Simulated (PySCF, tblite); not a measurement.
**C2H8O3SSi: geometry, infrared bands and NMR shifts**

Wanted: the infrared bands and NMR shifts of C2H8O3SSi (`CCO[Si](O)(O)S`), by calculation.

The runs use tblite 0.8.0 and PySCF 2.14.0, with density-fitted response routines of our own; the level of theory stands in each step. All values are computed, except where a source is named. Atoms count from 0, in the outputs and in this text.

## Step 1: Starting geometry

15 atoms, charge 0, multiplicity 1; geometry from: force field or distance geometry start.

Bonds of the start (Å): C0–C1 1.51, C1–O2 1.42, O2–Si3 1.64, Si3–O4 1.65, Si3–O5 1.65, Si3–S6 2.11, C0–H7 1.10, C0–H8 1.10, C0–H9 1.08, C1–H10 1.10, C1–H11 1.11, O4–H12 0.97, O5–H13 0.98, S6–H14 1.34.

## Step 2: Geometry optimisation with GFN2-xTB

Job settings and geometry (Å):

```
{"job": {"kind": "relax", "xc": "GFN2-xTB", "basis": "xTB"}, "charge": 0, "multiplicity": 1}
C     -1.628700    -1.652400    -0.909800
C     -0.867300    -0.867700     0.131000
O      0.029600     0.015800    -0.525400
Si     1.028500     0.969500     0.361900
O      0.224500     1.737000     1.581600
O      2.238600     0.059400     1.010700
S      1.913200     2.418500    -0.887400
H     -2.196300    -0.963700    -1.549500
H     -2.328200    -2.353900    -0.438600
H     -0.958400    -2.210300    -1.552000
H     -1.571500    -0.317000     0.767400
H     -0.304000    -1.579400     0.769000
H      0.800400     2.159400     2.237200
H      2.861800    -0.299400     0.352000
H      0.753500     2.892300    -1.369900
```

Started as:

```sh
$ OMP_NUM_THREADS=1 python probes_run.py task.json out
```

This one command runs all jobs of the session in turn.

**Question.** This job is followed by: GFN2-xTB harmonic vibrations, gas phase; GIAO PBE0/pcSseg-1 NMR shielding, non-relativistic, gas phase. What will the session give for the following? strongest single infrared mode (GFN2-xTB); zero-point energy (GFN2-xTB); ¹³C shifts against TMS (PBE0/pcSseg-1); ¹H shifts against TMS (PBE0/pcSseg-1, means over atoms taken as alike); ¹⁷O shifts against H2O (PBE0/pcSseg-1, means over atoms taken as alike); ²⁹Si shifts against TMS (PBE0/pcSseg-1); ³³S shifts against CS2 (PBE0/pcSseg-1); surface potential, 1st and 99th percentile.

As calculated:

| quantity | value |
| --- | --- |
| strongest single infrared mode (GFN2-xTB) | 942 cm⁻¹, 251 km/mol |
| zero-point energy (GFN2-xTB) | 66.8 kcal/mol |
| ¹³C shifts against TMS (PBE0/pcSseg-1) | 61.9, 20.0 ppm |
| ¹H shifts against TMS (PBE0/pcSseg-1, means over atoms taken as alike) | 4.14, 2.23, 1.28, 0.62 ppm |
| ¹⁷O shifts against H2O (PBE0/pcSseg-1, means over atoms taken as alike) | 74.7, 62.1 ppm |
| ²⁹Si shifts against TMS (PBE0/pcSseg-1) | -50.9 ppm |
| ³³S shifts against CS2 (PBE0/pcSseg-1) | -219 ppm |
| surface potential, 1st and 99th percentile | -1.18 V and 2.38 V |

What this shows: The optimisation took 76 steps and gained 0.163 eV; among the close pairs (by a distance rule), Si3–S6 changed most, from 2.108 to 2.141 Å. All 39 modes are real, so the xTB geometry is a minimum. The strongest single mode, at 942 cm⁻¹, moves mainly Si3 and O4. Unscaled tight-binding wavenumbers are off by several per cent, some by more. Its intensities can rank the bands wrongly. The most deshielded carbon is C1 (sp3 CH2 bonded to O), at 61.9 ppm: pulled downfield by the heteroatom. The most deshielded hydrogen is H10, H11 (mean) (hydrogen on an sp3 CH2 bonded to O), at 4.14 ppm: its carbon carries O, which withdraws density. At PBE0/pcSseg-1: Shielding is most anisotropic at S6 (span 227 ppm, paramagnetic term -336 ppm).
